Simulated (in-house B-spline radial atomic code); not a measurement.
**Excitations of Li⁺ as exact exchange is dialled in**

Aim: follow the lowest excitations, the threshold and the polarisability of Li⁺ as the share of exact exchange in a PBE hybrid goes from none to all.

The numbers are computed with in-house B-spline radial atomic code version 1 (linear response of a closed shell, each method with its own adiabatic kernel; non-relativistic; B-spline basis; no spin-orbit coupling, no double excitations; only terms of natural parity, (−1)^L, with L up to 3 are computed), except any that are marked as measured or tabulated.

### Step 1. The system

| Property | Result |
| --- | --- |
| element | lithium (Z = 3) |
| charge | +1 |
| configuration | 1s2 |
| runs | 0 % exact exchange; 10 % exact exchange; 20 % exact exchange; 30 % exact exchange; 40 % exact exchange; 50 % exact exchange; 60 % exact exchange; 70 % exact exchange; 80 % exact exchange; 90 % exact exchange; 100 % exact exchange |

The outer shells:

Li⁺
```
1s [↑↓]
```

### Step 2. 0 % exact exchange

Settings of the run:

```ini
Z = 3
electrons = 2.0
configuration = 1s2
hamiltonian = nr
method = pbeh
box_radius = 41.61
exact_exchange_fraction = 0.0
intervals = 48
```

The run is started by

```
> python run_td.py task.json out
```

task.json lists these runs, among others, and the program works through them in turn.

### Step 3. 10 % exact exchange

Settings of the run:

```ini
Z = 3
electrons = 2.0
configuration = 1s2
hamiltonian = nr
method = pbeh
box_radius = 41.61
exact_exchange_fraction = 0.1
intervals = 48
```

### Step 4. 20 % exact exchange

Settings of the run:

```ini
Z = 3
electrons = 2.0
configuration = 1s2
hamiltonian = nr
method = pbeh
box_radius = 41.61
exact_exchange_fraction = 0.2
intervals = 48
```

### Step 5. 30 % exact exchange

Settings of the run:

```ini
Z = 3
electrons = 2.0
configuration = 1s2
hamiltonian = nr
method = pbeh
box_radius = 41.61
exact_exchange_fraction = 0.3
intervals = 48
```

### Step 6. 40 % exact exchange

Settings of the run:

```ini
Z = 3
electrons = 2.0
configuration = 1s2
hamiltonian = nr
method = pbeh
box_radius = 41.61
exact_exchange_fraction = 0.4
intervals = 48
```

### Step 7. 50 % exact exchange

Settings of the run:

```ini
Z = 3
electrons = 2.0
configuration = 1s2
hamiltonian = nr
method = pbeh
box_radius = 41.61
exact_exchange_fraction = 0.5
intervals = 48
```

### Step 8. 60 % exact exchange

Settings of the run:

```ini
Z = 3
electrons = 2.0
configuration = 1s2
hamiltonian = nr
method = pbeh
box_radius = 41.61
exact_exchange_fraction = 0.6
intervals = 48
```

### Step 9. 70 % exact exchange

Settings of the run:

```ini
Z = 3
electrons = 2.0
configuration = 1s2
hamiltonian = nr
method = pbeh
box_radius = 41.61
exact_exchange_fraction = 0.7
intervals = 48
```

### Step 10. 80 % exact exchange

Settings of the run:

```ini
Z = 3
electrons = 2.0
configuration = 1s2
hamiltonian = nr
method = pbeh
box_radius = 41.61
exact_exchange_fraction = 0.8
intervals = 48
```

### Step 11. 90 % exact exchange

Settings of the run:

```ini
Z = 3
electrons = 2.0
configuration = 1s2
hamiltonian = nr
method = pbeh
box_radius = 41.61
exact_exchange_fraction = 0.9
intervals = 48
```

### Step 12. 100 % exact exchange

Settings of the run:

```ini
Z = 3
electrons = 2.0
configuration = 1s2
hamiltonian = nr
method = pbeh
box_radius = 41.61
exact_exchange_fraction = 1.0
intervals = 48
```

Before running it: what results should come out? Wanted: for each run, threshold; 1s→2p ¹P; 1s→2p ³P, Tamm-Dancoff; α; C6.

**Answer**, as computed:

| run | threshold (eV) | 1s→2p ¹P (eV) | 1s→2p ³P, Tamm-Dancoff (eV) | α (bohr³) | C6 (hartree bohr⁶) | time |
| --- | --- | --- | --- | --- | --- | --- |
| 0 % exact exchange | 60.409 | 55.670 | 55.113 | 0.2079 | 0.08659 | 0.1 s |
| 10 % exact exchange | 62.036 | 56.518 | 55.896 | 0.2057 | 0.08537 | 0.1 s |
| 20 % exact exchange | 63.667 | 57.347 | 56.660 | 0.2035 | 0.08419 | 0.1 s |
| 30 % exact exchange | 65.302 | 58.158 | 57.407 | 0.2014 | 0.08305 | 0.1 s |
| 40 % exact exchange | 66.941 | 58.953 | 58.137 | 0.1993 | 0.08194 | 0.1 s |
| 50 % exact exchange | 68.584 | 59.733 | 58.851 | 0.1973 | 0.08087 | 0.1 s |
| 60 % exact exchange | 70.230 | 60.499 | 59.552 | 0.1953 | 0.07982 | 0.1 s |
| 70 % exact exchange | 71.881 | 61.252 | 60.239 | 0.1934 | 0.07881 | 0.1 s |
| 80 % exact exchange | 73.535 | 61.993 | 60.913 | 0.1916 | 0.07782 | 0.1 s |
| 90 % exact exchange | 75.192 | 62.722 | 61.575 | 0.1898 | 0.07687 | 0.1 s |
| 100 % exact exchange | 76.854 | 63.439 | 62.225 | 0.1880 | 0.07593 | 0.1 s |
| measured or tabulated | - | 62.216 | 61.281 | - | - | - |

What this shows: From 0 % exact exchange to 100 % exact exchange the threshold goes from 60.41 to 76.85 eV and α from 0.208 to 0.188 bohr³. 1s→2p ¹P moves from 55.67 eV (0 % exact exchange) to 63.44 eV (100 % exact exchange). 1s→2p ³P moves from 55.11 eV (0 % exact exchange) to 62.23 eV (100 % exact exchange). Exact exchange removes self-interaction, which deepens the highest level.
